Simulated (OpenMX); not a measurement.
A run of OpenMX 3.8.5:

The input SiO.dat:

```
System.CurrrentDirectory             ./
System.Name                          SiO
DATA.PATH                            ./DFT_DATA13
level.of.stdout                      1
level.of.fileout                     0
Species.Number                       2
<Definition.of.Atomic.Species
  Si  Si7.0-s2p2d1           Si_PBE13
  O   O6.0-s2p2d1            O_PBE13
Definition.of.Atomic.Species>

Atoms.Number                         2
Atoms.SpeciesAndCoordinates.Unit     FRAC
<Atoms.SpeciesAndCoordinates
    1  Si    0.0000000000    0.0000000000    0.0000000000   2.000  2.000
    2  O     0.5000000000    0.5000000000    0.5000000000   3.000  3.000
Atoms.SpeciesAndCoordinates>

Atoms.UnitVectors.Unit               Ang
<Atoms.UnitVectors
     2.8439080517    0.0000000000    0.0000000000
     0.0000000000    2.8439080517    0.0000000000
     0.0000000000    0.0000000000    2.8439080517
Atoms.UnitVectors>

scf.XcType                           GGA-PBE
scf.SpinPolarization                 off
scf.ElectronicTemperature            580.226
scf.energycutoff                     400.0
scf.maxIter                          100
scf.EigenvalueSolver                 band
scf.Kgrid                            7 7 7
scf.Mixing.Type                      rmm-diisk
scf.Init.Mixing.Weight               0.05
scf.Min.Mixing.Weight                0.001
scf.Max.Mixing.Weight                0.3
scf.Mixing.History                   25
scf.Mixing.StartPulay                8
scf.criterion                        1.0e-8
scf.stress.tensor                    on
MD.Type                              nomd
```

Potentials or basis: OpenMX 2013 PBE set, Si7.0-s2p2d1, O6.0-s2p2d1, grid cutoff 400 Ry.

The run is started by

```sh
$ openmx SiO.dat -nt 1 > SiO.std
```

Hardware: 1 thread of Arm Neoverse V1 (shared host).

Task: Estimate the wall time of this run.

Result: It took 62 s on 1 thread of Arm Neoverse V1 (shared host), peak memory 0.56 GiB. Counts: k points 172, basis 26, scf iterations 18.
